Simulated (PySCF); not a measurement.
# TaS₂⁻: structure of the singlet

Aim: relax TaS₂⁻ as a singlet from a PBE0 minimum start, check by its vibrations whether the end is a minimum, and collect its spectrum and constants.

Program: PySCF 2.14.0. Level of theory: PBE0, basis Ta def2-SVPD with ECP60, S def2-SVPD, scalar-relativistic core potentials, no spin–orbit coupling, density fitting. These are calculated values, not measurements.

## Step 1: Where the work starts

3 atoms, charge -1, spin multiplicity 1.

Bond lengths: Ta1–S2 2.194 Å, Ta1–S3 2.194 Å. Angles: S2–Ta1–S3 117.1°.

```xyz
3
charge -1 multiplicity 1
Ta    0.0000   -0.2995    0.0000
S     0.0000    0.8459    1.8710
S     0.0000    0.8459   -1.8710
```

## Step 2: First SCF at the start

One driver script runs all steps and calls PySCF; scf.py shows how it sets up the SCF of each step. The optimiser is the driver's own. After this first run the driver tries any further starts and a stability analysis.

Contents of scf.py:

```python
from pyscf import gto, scf, dft
mol = gto.M(atom='''
Ta     0.000009    -0.299473     0.000000
S     -0.000027     0.845925     1.870988
S     -0.000027     0.845925    -1.870988''',
    basis={'Ta': 'def2-SVPD', 'S': 'def2-SVPD'},
    ecp={'Ta': 'def2-SVPD'},
    charge=-1, spin=0)
mf = dft.RKS(mol, xc='PBE0')
mf.grids.atom_grid = (50, 194)
aux = {'Ta': 'def2-universal-JKFIT', 'S': 'def2-universal-JKFIT'}
mf = mf.density_fit(auxbasis=aux)
mf.conv_tol = 1e-08
mf.diis_space = 10
mf.max_cycle = 60
mf.init_guess = 'minao'
mf.verbose = 4
mf.kernel()
```

On the command line:

```
$ OMP_NUM_THREADS=2 python axn.py task.json out
```

After this run come: Relaxation: PBE0 minimum start, singlet; Is it a minimum? Harmonic modes; The broken-symmetry singlet; Vibrations and properties at this point.

Before running it: what results should come out? Wanted: minimum; geometry; wavenumbers; dipole moment; highest occupied, lowest empty level; polar-tensor charge of Ta1; zero-point energy; ⟨S²⟩.

The runs gave:

| quantity | value |
| --- | --- |
| minimum | broken-symmetry (Ms = 0), C2v |
| geometry | Ta–S 2.207 Å (×2); S–Ta–S 120.0° |
| wavenumbers (cm⁻¹) | 118 (a1), 477 (b2), 488 (a1) |
| dipole moment (centre of mass) | 2.82 D |
| highest occupied, lowest empty level (either spin) | -0.91, 1.78 eV |
| polar-tensor charge of Ta1 | +0.53 e |
| zero-point energy | 6.5 kJ/mol |
| entropy at 298.15 K | 302.3 J/(mol K) |
| ⟨S²⟩ | 0.669 |

In words: The molecule stays C2v, as typed, and the end point is a minimum. The determinant is spin-contaminated (⟨S²⟩ = 0.67 against 0.00), so it is no pure spin state. The strongest infrared band lies at 477 cm⁻¹ (b2, stretch). Only this shape and spin were tried, so other structures or states may lie lower. Spin–orbit coupling, left out here, can matter for elements this heavy.
